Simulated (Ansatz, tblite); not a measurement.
SnTe: GFN2-xTB, run from Python

These are simulated results from tblite 0.8.0, not measurements. The cell began as a measured structure and was relaxed with r2SCAN in plane waves (Ansatz 0.2.0). All runs are without spin polarisation.

The symmetry is Fm-3m (No. 225, cubic); conventional cell a = 6.379 Å, 32.44 Å³ an atom. Around Sn lie 6 Te at 3.19 Å; around Te lie 6 Sn at 3.19 Å.

tblite solves periodic systems at the zone centre alone, so the script builds a cluster of 2×2×2 conventional cells (64 atoms), which folds in a coarse mesh of k points.

Input script:

```python
import json
from ase import Atoms
from ase.build import make_supercell
from ase.units import Bohr, GPa, Hartree
from tblite.interface import Calculator

atoms = Atoms(['Sn', 'Te'],
              cell=[[-0.0, 3.189355, 3.189355], [3.189355, -0.0, 3.189355], [3.189355, 3.189355, 0.0]],
              scaled_positions=[[0.0, -0.0, -0.0], [0.5, 0.5, 0.5]],
              pbc=True)
cluster = make_supercell(atoms, [[-2, 2, 2], [2, -2, 2], [2, 2, -2]])
calc = Calculator('GFN2-xTB', cluster.numbers, cluster.positions / Bohr, lattice=cluster.cell[:] / Bohr, periodic=cluster.pbc)
calc.set('temperature', 0.02 / Hartree)
calc.set('max-iter', 150)
res = calc.singlepoint()
levels = res.get('orbital-energies') * Hartree
nv = round(res.get('orbital-occupations').sum() / 2)
cells = len(cluster) // len(atoms)
out = {'energy_per_cell': res.get('energy') * Hartree / cells, 'homo': levels[nv - 1], 'lumo': levels[nv],
       'stress': (-res.get('virial') * Hartree / cluster.get_volume() / GPa).tolist(), 'charges': res.get('charges')[:len(atoms)].tolist(), 'electrons': 2 * nv / cells}
json.dump(out, open('results.json', 'w'))
for key, value in out.items():
    print(key, value)
```

Command: `python run.py`. It took 9.4 s on 1 thread of Arm Neoverse V1, with other jobs on the host, peak memory 0.14 GiB.

The log:

```
------------------------------------------------------------
  cycle        total energy    energy error   density error
------------------------------------------------------------
      1     -152.4845471941  -1.5265865E+02   2.4067420E-01
      2      514.4830421765   6.6696759E+02   1.4260441E+00
      3     -169.8241251797  -6.8430717E+02   3.9504251E-02
      4     -166.4945482317   3.3295769E+00   1.4616223E-01
      5     -166.6518336031  -1.5728537E-01   1.4263888E-01
      6     -157.6005844373   9.0512492E+00   4.8078379E-01
      7     -169.5620134347  -1.1961429E+01   3.4391924E-02
      8     -169.7610823206  -1.9906889E-01   2.9420525E-02
      9     -169.8804130716  -1.1933075E-01   1.3776912E-02
     10     -169.8852142007  -4.8011291E-03   9.2347635E-03
     11     -169.8854795233  -2.6532259E-04   9.5617131E-03
     12     -169.8867515341  -1.2720108E-03   7.3412437E-03
     13     -169.8868596926  -1.0815849E-04   3.4983260E-03
     14     -169.8888340377  -1.9743451E-03   3.5163202E-03
     15     -169.8888520210  -1.7983332E-05   3.0214046E-03
     16     -169.8887772531   7.4767954E-05   9.1345969E-04
     17     -169.8888005607  -2.3307646E-05   7.0867693E-04
     18     -169.8888897632  -8.9202460E-05   3.7171747E-04
     19     -169.8888938977  -4.1344976E-06   3.3719441E-04
     20     -169.8889018033  -7.9056776E-06   2.0059340E-04
     21     -169.8889019163  -1.1295069E-07   1.2171785E-04
     22     -169.8889016452   2.7112605E-07   1.0993422E-04
     23     -169.8889017047  -5.9488002E-08   1.0935707E-04
     24     -169.8889016782   2.6410902E-08   1.0948176E-04
     25     -169.8889015761   1.0213651E-07   1.1161297E-04
     26     -169.8889009508   6.2530145E-07   1.3218917E-04
     27     -169.8888988712   2.0796011E-06   2.0002492E-04
     28     -169.8888988618   9.3968993E-09   1.9860187E-04
     29     -169.8888992618  -3.9996360E-07   1.8829184E-04
     30     -169.8889024457  -3.1838894E-06   1.1244041E-04
     31     -169.8889024308   1.4872001E-08   1.1589790E-04
     32     -169.8889022725   1.5827405E-07   1.1961543E-04
     33     -169.8889022399   3.2660154E-08   1.1875179E-04
     34     -169.8889023623  -1.2240179E-07   1.0290096E-04
     35     -169.8889026230  -2.6074633E-07   4.1899978E-05
     36     -169.8889026174   5.5883618E-09   3.8913797E-05
     37     -169.8889026084   8.9682430E-09   3.7516817E-05
     38     -169.8889026097  -1.2638850E-09   3.7046250E-05
     39     -169.8889026136  -3.9335362E-09   3.6177222E-05
     40     -169.8889026250  -1.1355468E-08   3.2032985E-05
     41     -169.8889026285  -3.4796699E-09   3.0863661E-05
     42     -169.8889026293  -8.4705221E-10   3.0735300E-05
     43     -169.8889026294  -2.9785951E-11   3.0724255E-05
     44     -169.8889026314  -2.0224320E-09   3.0106867E-05
     45     -169.8889026317  -3.6783376E-10   2.9672663E-05
     46     -169.8889026306   1.1953034E-09   2.6916058E-05
     47     -169.8889026299   6.5330141E-10   2.6068729E-05
     48     -169.8889025985   3.1380068E-08   3.7227335E-05
     49     -169.8889025929   5.6473652E-09   3.8955224E-05
     50     -169.8889026048  -1.1917678E-08   3.2176665E-05
     51     -169.8889026345  -2.9747810E-08   1.0258728E-05
------------------------------------------------------------

 total:                                   8.735 sec
energy_per_cell -144.46601596389104
homo -7.089984236883815
lumo -7.008442142150546
stress [[-3.76788707855686, 1.006083532869793e-10, -3.021321208542499e-11], [1.0060832539988176e-10, -3.767887086458166, 7.856237160291633e-12], [-3.0213195898561e-11, 7.856173508757383e-12, -3.767886740022629]]
charges [0.10337112251784905, -0.1033739872779383]
electrons 10.0
```

The cycle table is in hartree for the whole cluster, and the lines after it are in eV (the energy for one cell). The printed stress is in GPa and positive in compression, and the pressure is its mean diagonal.

GFN2-xTB gives a gap of 0.08 eV. On the same cell, plane-wave PBE (Ansatz, 8×8×8 k points and the special points) gives a level spacing of 0.01 eV, too small to call a gap and r2SCAN a gap of 0.15 eV; on shared hosts these took about 3.2 and 8.2 core-seconds on the 2-atom cell, against 9.4 for the script. Spin-orbit coupling, left out in all these runs, can cut or reorder the gap by tenths of an eV, up to about 1 eV with Pb or Bi.

The same script was run on cells scaled at fixed shape and fractional coordinates:

| volume (Å³/atom) | energy (meV/atom) | pressure (GPa, positive in compression) | gap (eV) |
| --- | --- | --- | --- |
| 28.55 | -129.4 | -4.75 | 0.00 |
| 30.50 | -64.4 | -5.97 | 0.00 |
| 32.44 | 0.0 | -3.77 | 0.08 |
| 34.39 | 43.5 | -3.04 | 0.37 |
| 36.34 | 84.9 | -5.23 | 0.61 |

The minimum lies beyond the smallest of these volumes.

xTB was fitted mostly to molecules, and a small cluster samples few k points, so gaps, pressures and kinks along a curve can be far from a solid's.

Spin-orbit coupling is left out, which matters wherever the heavy atoms make up the band edges.
